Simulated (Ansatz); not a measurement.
# KHg2: the cost of one run

Program: Ansatz 0.2.0. Level of theory: DFT PBEsol, scalar-relativistic, plane waves, PAW. These are calculated values, not measurements.

1 further run of the same task is left out (set aside as unsound or not needed). Runs told in other sessions of the task aren't counted.

### Step 1. The starting structure

Symmetry: Imma, No. 74, orthorhombic system. The conventional cell has a = 5.098 Å, b = 8.072 Å, c = 8.760 Å, α = 90.00°, β = 90.00°, γ = 90.00°. K (site symmetry mm2) is surrounded by 12 Hg at 3.52 to 3.76 Å. Hg (site symmetry m) has 4 Hg at 2.98 to 3.04 Å and 6 K at 3.52 to 3.76 Å in its first shell of neighbours.

As a file:

```
K Hg
1.0
    -2.54908    4.03612    4.37998
     2.54908   -4.03612    4.37998
     2.54908    4.03612   -4.37998
K Hg
2 4
Direct
  0.30482 0.55482 0.75000
  0.69518 0.44518 0.25000
  0.09978 0.16172 0.93806
  0.72366 0.16172 0.56194
  0.27634 0.83828 0.43806
  0.90022 0.83828 0.06194
```

It is the result of an earlier relaxation at this level (volume 30.04 Å³/atom; gap on the mesh: none (metal)).

### Step 2. Electronic structure at the relaxed geometry

File input.yaml:

```yaml
crystal:
  lattice:
    - [-2.5490788887, 4.0361205011, 4.3799810269]
    - [2.5490788887, -4.0361205011, 4.3799810269]
    - [2.5490788887, 4.0361205011, -4.3799810269]
  atoms:
    - { symbol: K, position: [0.304817615, 0.554817615, 0.75] }
    - { symbol: K, position: [0.695182385, 0.445182385, 0.25] }
    - { symbol: Hg, position: [0.0997800656, 0.1617188639, 0.9380612016] }
    - { symbol: Hg, position: [0.7236576623, 0.1617188639, 0.5619387984] }
    - { symbol: Hg, position: [0.2763423377, 0.8382811361, 0.4380612016] }
    - { symbol: Hg, position: [0.9002199344, 0.8382811361, 0.0619387984] }
basis:
  ecutwfc: 420
kpoints:
  mp_grid: { grid: [8, 8, 8] }
  band_path:
    path:
      - [[0.0, 0.0, 0.0], [0.5, 0.5, -0.5], [0.33467634, 0.66532366, -0.33467634]]
      - [[-0.33467634, 0.33467634, 0.33467634], [0.0, 0.0, 0.0], [0.46228719, -0.46228719, 0.46228719]]
      - [[0.53771281, 0.46228719, -0.46228719], [0.5, 0.5, -0.5]]
      - [[0.0, 0.0, 0.0], [0.0, 0.5, 0.0], [0.25, 0.25, 0.25], [0.5, 0.0, 0.0], [0.0, 0.0, 0.0], [0.0, 0.0, 0.5], [0.25, 0.25, 0.25]]
    npoints: 14
hamiltonian:
  xc: pbesol
scf:
  occupations: { method: gaussian, width: 0.1 }
  n_extra_bands: 15
output:
  forces: true
  stress: true
  eigenvalues: true
  populations: true
  dos: { projected: true, de: 0.02, nscf_kmesh: { grid: [12, 12, 12] } }
  bader: true
```

The run is started by

```bash
$ ansatz run input.yaml --threads 1 --pin off --max-ram 2560MiB --backend cpu --events-out ev --progress --plain --runs-dir out
```

What time and memory should one allow on 1 thread of Intel Xeon Platinum 8488C (Sapphire Rapids), shared host?

About 2.9 min, with a peak of 1.9 GiB.
